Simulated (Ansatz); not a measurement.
# C₇H₁₄FHfN₃: how energies converge with the basis set

Aim: see how fast density functionals converge with the basis set for C₇H₁₄FHfN₃.

Computed with Ansatz 0.2.0, Gaussian basis. Level: one geometry, several basis sets.

Plan: PBE0-D4/def2-SVP; ωB97M-V/def2-SVP; PBE0-D4/def2-QZVPP; ωB97M-V/def2-QZVPP; the functionals' def2-TZVPP values are taken from earlier runs.

**1. The geometry**

All runs share one geometry, relaxed beforehand with PBE0-D4 in a triple-zeta def2 set. Hf takes the def2 core potential; no spin-orbit term is included.

26 atoms, charge 0, spin multiplicity 1.

Atoms are counted from 1 here; the program's logs count them from 0.

Bond lengths: C1–N2 1.443 Å, C1–H13 1.102 Å, C1–H14 1.095 Å, C1–H15 1.101 Å, N2–C3 1.441 Å, N2–Hf4 2.046 Å, C3–H16 1.101 Å, C3–H17 1.091 Å, C3–H18 1.101 Å, Hf4–N5 2.055 Å, Hf4–N6 2.047 Å, Hf4–C7 2.523 Å, Hf4–C8 2.488 Å, Hf4–C9 2.555 Å, Hf4–C10 2.631 Å, Hf4–C12 2.612 Å, N5–H19 1.011 Å, N5–H20 1.009 Å and more. Angles: N2–C1–H13 112.2°, N2–C1–H14 111.1°, N2–C1–H15 111.6°, H13–C1–H14 107.7°, H13–C1–H15 107.1°, H14–C1–H15 106.9°, C1–N2–C3 111.9°, C1–N2–Hf4 119.0°, C3–N2–Hf4 128.9°, N2–C3–H16 111.4°, N2–C3–H17 110.4°, N2–C3–H18 111.9°, H16–C3–H17 108.2°, H16–C3–H18 106.8°, H17–C3–H18 108.1°, N2–Hf4–N5 100.6°, N2–Hf4–N6 103.3°, N2–Hf4–C7 119.7° and more.

Geometry (Å):

```xyz
26
C7H14FHfN3
C    -2.6109   -0.0140   -0.3286
N    -1.5637   -0.2809    0.6271
C    -2.0075   -1.1624    1.6768
Hf    0.3171    0.4386    0.2626
N    -0.0768    2.4475    0.0799
N     1.3103    0.0638    2.0124
C     1.2062    0.4770   -2.0985
C     0.6643   -0.8032   -1.8652
C     1.5033   -1.4777   -0.9406
C     2.5565   -0.6005   -0.6478
F     3.5672   -0.8822    0.1728
C     2.3843    0.6144   -1.3246
H    -2.9671   -0.9322   -0.8223
H    -2.2669    0.6728   -1.1097
H    -3.4844    0.4558    0.1491
H    -2.8634   -0.7366    2.2229
H    -1.2017   -1.3384    2.3912
H    -2.3341   -2.1378    1.2828
H    -0.8831    2.8779    0.5115
H     0.4722    3.1683   -0.3637
H     2.1503   -0.4816    2.1415
H     1.1548    0.6113    2.8485
H     0.7914    1.2321   -2.7489
H    -0.2284   -1.2107   -2.3161
H     1.3752   -2.4748   -0.5471
H     3.0352    1.4733   -1.2661
```

**2. PBE0-D4 in def2-SVP**

The input, in.yaml:

```yaml
crystal:
  periodic: [false, false, false]
  atoms:
    - {symbol: C, position_ang: [-2.610920, -0.014017, -0.328647]}
    - {symbol: N, position_ang: [-1.563678, -0.280865, 0.627083]}
    - {symbol: C, position_ang: [-2.007465, -1.162375, 1.676785]}
    - {symbol: Hf, position_ang: [0.317059, 0.438567, 0.262622]}
    - {symbol: N, position_ang: [-0.076758, 2.447487, 0.079864]}
    - {symbol: N, position_ang: [1.310257, 0.063819, 2.012435]}
    - {symbol: C, position_ang: [1.206151, 0.477030, -2.098501]}
    - {symbol: C, position_ang: [0.664265, -0.803204, -1.865159]}
    - {symbol: C, position_ang: [1.503307, -1.477669, -0.940572]}
    - {symbol: C, position_ang: [2.556516, -0.600549, -0.647815]}
    - {symbol: F, position_ang: [3.567184, -0.882156, 0.172831]}
    - {symbol: C, position_ang: [2.384332, 0.614371, -1.324615]}
    - {symbol: H, position_ang: [-2.967117, -0.932196, -0.822270]}
    - {symbol: H, position_ang: [-2.266886, 0.672779, -1.109655]}
    - {symbol: H, position_ang: [-3.484404, 0.455809, 0.149065]}
    - {symbol: H, position_ang: [-2.863423, -0.736560, 2.222888]}
    - {symbol: H, position_ang: [-1.201746, -1.338358, 2.391159]}
    - {symbol: H, position_ang: [-2.334141, -2.137751, 1.282833]}
    - {symbol: H, position_ang: [-0.883107, 2.877900, 0.511514]}
    - {symbol: H, position_ang: [0.472162, 3.168274, -0.363671]}
    - {symbol: H, position_ang: [2.150284, -0.481605, 2.141530]}
    - {symbol: H, position_ang: [1.154850, 0.611331, 2.848487]}
    - {symbol: H, position_ang: [0.791395, 1.232125, -2.748919]}
    - {symbol: H, position_ang: [-0.228439, -1.210728, -2.316146]}
    - {symbol: H, position_ang: [1.375167, -2.474763, -0.547072]}
    - {symbol: H, position_ang: [3.035185, 1.473312, -1.266065]}
basis:
  gaussian: {orbitals: def2-SVP}
hamiltonian: {xc: pbe0, dispersion: d4}
output: {orbitals: {seedname: orbitals}}
```

The runs that follow: ωB97M-V in def2-SVP; PBE0-D4 in def2-QZVPP; ωB97M-V in def2-QZVPP.

**Question.** What will the summary of the whole plan be? Wanted: PBE0-D4: double and triple zeta above quadruple; ωB97M-V: double and triple zeta above quadruple.

The runs gave:

```
                                       quantity           value
PBE0-D4: double and triple zeta above quadruple  17.76, 0.83 eV
ωB97M-V: double and triple zeta above quadruple  18.39, 0.78 eV
```

What this shows: PBE0-D4 gains 16.94 eV from double to triple zeta, then 0.83 eV more. Total energies overstate the basis error of differences, where much of it tends to cancel. The LUMO of ωB97M-V is positive and keeps falling with the basis (1.94 to 0.88 eV): an unbound level that the basis holds in place.
